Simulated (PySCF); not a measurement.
# B3CeH14O (Ce(BH4)3(H2O)+): the cost of one run

The runs use PySCF 2.14.0; PBE0, Ce def2-SVP with ECP28, B def2-SVP, H def2-SVP, O def2-SVP; scalar-relativistic core potentials, no spin–orbit coupling.

1 further run of the same task is left out (for a known fault of the program).

### 1 Starting geometry

19 atoms, charge 1, spin multiplicity 1.

Bond lengths: Ce1–B2 2.445 Å, Ce1–H4 2.199 Å, Ce1–H5 2.239 Å, Ce1–H6 2.244 Å, Ce1–B7 2.445 Å, Ce1–H9 2.244 Å, Ce1–H10 2.239 Å, Ce1–H11 2.199 Å, Ce1–B12 2.447 Å, Ce1–H14 2.208 Å, Ce1–H15 2.265 Å, Ce1–H16 2.208 Å, Ce1–O17 2.465 Å, B2–H3 1.199 Å, B2–H4 1.268 Å, B2–H5 1.266 Å, B2–H6 1.265 Å, B7–H8 1.199 Å and more. Angles: B2–Ce1–H4 31.1°, B2–Ce1–H5 31.0°, B2–Ce1–H6 30.9°, B2–Ce1–B7 104.9°, B2–Ce1–H9 88.7°, B2–Ce1–H10 135.8°, B2–Ce1–H11 87.9°, B2–Ce1–B12 110.5°, B2–Ce1–H14 121.9°, B2–Ce1–H15 123.8°, B2–Ce1–H16 79.5°, B2–Ce1–O17 108.4°, H4–Ce1–H5 53.1°, H4–Ce1–H6 53.0°, H4–Ce1–B7 87.9°, H4–Ce1–H9 86.7°, H4–Ce1–H10 115.3°, H4–Ce1–H11 62.3° and more.

As a file:

```xyz
19

Ce    0.0487   -0.0487   -0.0372
B     1.3957    1.3449    1.4529
H     2.0775    1.9964    2.1931
H     1.5186    0.0902    1.5920
H     1.6261    1.5193    0.2203
H     0.1483    1.5230    1.5620
B    -1.3449   -1.3957    1.4529
H    -1.9964   -2.0775    2.1931
H    -1.5230   -0.1483    1.5620
H    -1.5193   -1.6261    0.2203
H    -0.0902   -1.5186    1.5920
B     1.4866   -1.4866   -1.3991
H     2.2085   -2.2085   -2.0276
H     0.6817   -2.0820   -0.6214
H     0.7372   -0.7372   -2.0821
H     2.0820   -0.6817   -0.6214
O    -1.4224    1.4224   -1.3603
H    -1.2304    2.3237   -1.6655
H    -2.3237    1.2304   -1.6655
```

Formal oxidation states: Ce +4. An earlier session relaxed this geometry at PBE0, Ce def2-SVP with ECP28, B def2-SVP, H def2-SVP, O def2-SVP (singlet, point group Cs).

Its energy there is -632.634228 Eh.

### 2 One electron removed, multiplicity 2

Input file run.py (the lines that set the calculation):

```python
mol = gto.M(atom='''
Ce     0.04868    -0.04868    -0.03722
B      1.39574     1.34488     1.45293
H      2.07750     1.99641     2.19308
H      1.51856     0.09018     1.59205
H      1.62606     1.51933     0.22034
H      0.14828     1.52298     1.56200
B     -1.34488    -1.39574     1.45293
H     -1.99641    -2.07750     2.19308
H     -1.52298    -0.14828     1.56200
H     -1.51933    -1.62606     0.22034
H     -0.09018    -1.51856     1.59205
B      1.48656    -1.48656    -1.39908
H      2.20849    -2.20849    -2.02761
H      0.68167    -2.08203    -0.62145
H      0.73721    -0.73721    -2.08206
H      2.08203    -0.68167    -0.62145
O     -1.42236     1.42236    -1.36029
H     -1.23035     2.32372    -1.66545
H     -2.32372     1.23035    -1.66545''',
    basis={'Ce': 'def2-SVP', 'B': 'def2-SVP', 'H': 'def2-SVP', 'O': 'def2-SVP'},
    ecp={'Ce': 'def2-SVP'},
    charge=2, spin=1)
mf = dft.UKS(mol, xc='PBE0')
mf.grids.atom_grid = (50, 194)  # f atoms: unpruned, at least (60, 302)
mf = mf.density_fit()  # fitting sets: Ce def2-universal-JKFIT, B def2-universal-JKFIT, H def2-universal-JKFIT, O def2-universal-JKFIT
mf.conv_tol = 1e-08; mf.max_cycle = 55
mf.kernel(dm0)  # dm0: the density of the relaxed state
```

Command:

```
> OMP_NUM_THREADS=4 python run.py
```

**Question.** How long does this run take on 4 threads of Intel Xeon at 2.70GHz, shared host?

About 30 s.
